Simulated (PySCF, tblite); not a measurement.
# C₆H₉N₃: geometry, infrared bands and NMR shifts

What infrared bands and NMR shifts should C₆H₉N₃ (`CCc1ncc(C)nn1`) show?

Computed with tblite 0.8.0 and PySCF 2.14.0, with density-fitted response routines of our own, on a single molecule in the gas phase. Atoms count from 0, in the outputs and in this text.

### 1 The molecule as given

18 atoms, charge 0, multiplicity 1; geometry from: force field or distance geometry start.

Bonds of the start (Å): C0–C1 1.51, C1–C2 1.51, C2–N3 1.33, N3–C4 1.35, C4–C5 1.38, C5–C6 1.50, C5–N7 1.34, N7–N8 1.36, N8–C2 1.35, C0–H9 1.09, C0–H10 1.09, C0–H11 1.11, C1–H12 1.11, C1–H13 1.09, C4–H14 1.08, C6–H15 1.08, C6–H16 1.10, C6–H17 1.10.

### 2 Optimising the geometry with GFN2-xTB

The job: settings as JSON, then the geometry in Å.

```
{"job": {"kind": "relax", "xc": "GFN2-xTB", "basis": "xTB"}, "charge": 0, "multiplicity": 1}
C     -2.996300     0.476500     0.025000
C     -2.183700    -0.667500    -0.533200
C     -0.700200    -0.414500    -0.362700
N     -0.111800    -0.802300     0.765200
C      1.202500    -0.524300     0.866400
C      1.894300     0.133300    -0.136800
C      3.354500     0.440500    -0.013600
N      1.259400     0.520700    -1.246700
N     -0.069900     0.238100    -1.366300
H     -2.781800     1.413900    -0.491900
H     -2.811900     0.632800     1.090600
H     -4.076500     0.269200    -0.095200
H     -2.447100    -1.598000     0.008000
H     -2.406800    -0.823400    -1.586600
H      1.686800    -0.835800     1.775600
H      3.718400     0.960800    -0.886800
H      3.536200     1.080400     0.862700
H      3.925300    -0.494100     0.101400
```

On the command line:

```sh
$ OMP_NUM_THREADS=1 python probes_run.py task.json out
```

One launch serves the whole session: the jobs run in the order shown.

**Question.** This job is followed by: GFN2-xTB harmonic vibrations, gas phase; GIAO PBE0/pcSseg-1 NMR shielding, non-relativistic, gas phase. What will the session give for the following? strongest single infrared mode (GFN2-xTB); zero-point energy (GFN2-xTB); ¹³C shifts against TMS (PBE0/pcSseg-1); ¹H shifts against TMS (PBE0/pcSseg-1, means over atoms taken as alike); ¹⁵N shifts against NH3 (PBE0/pcSseg-1).

**Answer**, as computed:

```
                                                              quantity                                      value
                             strongest single infrared mode (GFN2-xTB)                      1407 cm⁻¹, 122 km/mol
                                          zero-point energy (GFN2-xTB)                              90.4 kcal/mol
                                ¹³C shifts against TMS (PBE0/pcSseg-1)  176.0, 161.4, 153.9, 36.5, 22.0, 18.7 ppm
¹H shifts against TMS (PBE0/pcSseg-1, means over atoms taken as alike)                 8.61, 3.27, 2.89, 1.47 ppm
                                ¹⁵N shifts against NH3 (PBE0/pcSseg-1)                    482.4, 431.4, 328.6 ppm
```

What this shows: Over 31 steps the energy fell by 0.199 eV; of the close pairs, N7–N8 changed most, 1.364 to 1.302 Å. All 48 modes are real, so the xTB geometry is a minimum. The strongest single mode, at 1407 cm⁻¹, is spread over many atoms; the largest shares are those of C5, C2. GFN2-xTB is a fitted tight-binding method: band positions and strengths are rough. Its intensities can rank the bands wrongly. At PBE0/pcSseg-1: The largest span, 886 ppm, is at N7, where the paramagnetic term is -541 ppm. NICS(1)zz of -26 ppm above the planar ring from C2 marks a diatropic (aromatic) ring current.
